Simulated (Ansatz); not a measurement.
What does this script print? It uses Ansatz 0.2.0 through its Python package.

`mgo_ecut.py`:
```python
import ansatz as az
import pandas as pd

mgo = (
    az.Lattice.fcc(4.217)
    .space_group(225)
    .atom('Mg', [0.0, 0.0, 0.0])
    .atom('O', [0.5, 0.0, 0.0])
    .primitive()
)

calc = (
    mgo.calculation()
    .functional('r2SCAN')
    .kpoints(8)
    .occupations('Fixed')
)

rows = []
for value in [250, 350, 450, 550]:
    rep = calc.basis(value).run(threads=1, backend='cpu').report
    rows.append((value, rep['free_energy_ev'] / len(rep['lattice']['sites']), rep['n_iterations'], rep['n_pw']))

table = pd.DataFrame(rows, columns=['cutoff (eV)', 'F/atom (eV)', 'iterations', 'plane waves'])
print(table.round(5).to_string(index=False))

for row in rows[:-1]:
    shift = 1000 * (row[1] - rows[-1][1])
    print(f'{row[0]}: {shift:+.2f} meV/atom' + ('  (within 1 meV)' if abs(shift) < 1 else ''))
```

```console
$ python mgo_ecut.py
DeckWarning: basis.ecutwfc = 250 eV is below the records' recommended 500 eV, and the density's cutoff is lower with it unless basis.ecutrho_ratio is high enough to keep the records' density cutoff: compare with a run at a higher cutoff
DeckWarning: basis.ecutwfc = 350 eV is below the records' recommended 500 eV, and the density's cutoff is lower with it unless basis.ecutrho_ratio is high enough to keep the records' density cutoff: compare with a run at a higher cutoff
DeckWarning: basis.ecutwfc = 450 eV is below the records' recommended 500 eV, and the density's cutoff is lower with it unless basis.ecutrho_ratio is high enough to keep the records' density cutoff: compare with a run at a higher cutoff
 cutoff (eV)  F/atom (eV)  iterations  plane waves
         250  -1248.17602           7          169
         350  -1249.13043           7          283
         450  -1249.16646           6          411
         550  -1249.16795           6          537
250: +991.93 meV/atom
350: +37.52 meV/atom
450: +1.49 meV/atom
```
(Warnings from the package without file and line.)

What to keep in mind:
- Of the deposited cell: the entry's cell lengths or inner coordinates differ somewhat from later room-temperature determinations.
- The structure is a deposited one; some such entries were measured under pressure or heat, so a shift against it needn't be the functional's error alone.
- Shifts are counted from the last row, which is itself no proven limit.
- Hardware and time: 3.6 s on 1 thread of Arm Neoverse V2, with other jobs on the host, peak memory 0.4 GiB.
